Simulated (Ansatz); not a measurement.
# C2H6GeO: the cost of one run

Program: Ansatz 0.2.0, driven from Python. Level of theory: r2SCAN0/6-31G*. These are calculated values, not measurements.

### 1 The structure

Bond lengths: C1–C2 1.447 Å, C2–O3 1.234 Å, C2–Ge4 1.945 Å, C1–H5 1.086 Å, C1–H6 1.159 Å, C1–H7 1.133 Å, Ge4–H8 1.543 Å, Ge4–H9 1.627 Å, Ge4–H10 1.484 Å. Angles (14 of 15 angles, heavy atoms first): C1–C2–O3 120.3°, C1–C2–Ge4 118.5°, O3–C2–Ge4 121.1°, C2–C1–H5 114.6°, C2–C1–H6 111.1°, C2–C1–H7 112.2°, C2–Ge4–H8 108.4°, C2–Ge4–H9 107.2°, C2–Ge4–H10 112.4°, H5–C1–H6 108.1°, H5–C1–H7 106.1°, H6–C1–H7 104.2°, H8–Ge4–H9 108.1°, H8–Ge4–H10 111.5°.

The script reads c2h6geo.xyz:

```xyz
10

C    -0.34650    1.04810   -0.90290
C    -0.24290   -0.36060   -0.59020
O    -0.58770   -1.20910   -1.41710
Ge    0.53600   -0.87680    1.11600
H     0.59640    1.58600   -0.87970
H    -1.08260    1.58130   -0.18390
H    -0.78430    1.22630   -1.93240
H     0.55860   -2.41730    1.19350
H    -0.45390   -0.32610    2.28430
H     1.88990   -0.30310    1.31530
```

### 2 The code

Input file c2h6geo_tae.py:

```python
"""Atomisation energy of C2H6GeO at the given geometry."""

from collections import Counter

import ansatz as az

BASIS_SET = "6-31G*"
FUNCTIONAL = "r2scan0"


def energy_of(molecule, charge=0, unpaired=0):
    calc = molecule.calculation().basis(gaussian=BASIS_SET).functional(FUNCTIONAL)
    if charge:
        calc = calc.charge(charge)
    if unpaired:
        calc = calc.spin("collinear", total=unpaired)
    report = calc.run(threads=1, pin="off").report
    if report["published_state_doubts"]:
        print("  doubts:", report["published_state_doubts"])
    return report["free_energy_ev"]


def main() -> None:
    c2h6geo = az.Crystal.molecule_from_extxyz("c2h6geo.xyz")

    # Hund ground states
    unpaired = {"C": 2, "O": 2, "Ge": 2, "H": 1}
    counts = Counter(site.symbol for site in c2h6geo.cartesian_sites)
    atom_energy = {s: energy_of(az.Crystal.molecule().atom(s, (0, 0, 0)), 0, unpaired[s]) for s in counts}
    whole = energy_of(c2h6geo, 0, 0)
    for s, e in atom_energy.items():
        print(f"{s:2s} x{counts[s]}  {e:14.5f} eV")
    print(f"C2H6GeO: {whole:.5f} eV")
    split = sum(counts[s] * e for s, e in atom_energy.items()) - whole
    print(f"atomisation energy (no zero-point term): {96.485332 * split:.1f} kJ/mol, {split / sum(counts.values()):.3f} eV an atom")


if __name__ == "__main__":
    main()
```

### 3 What the engine is handed

The package turns the script's settings into the engine's input (first run):

```yaml
crystal:
  periodic: [false, false, false]
  atoms:
    - { symbol: C, position_ang: [0.0, 0.0, 0.0] }
basis:
  gaussian:
    orbitals: "6-31G*"
hamiltonian:
  xc: r2scan0
magnetization:
  spin_polarized: true
  initial_magnetization: 2.0
```

### 4 The run

The run is started by

```bash
> python c2h6geo_tae.py
```

What time and memory should one allow on 1 thread of Intel Xeon 6975P-C (Granite Rapids), shared host?

About 5 s, with a peak of 0.26 GiB.
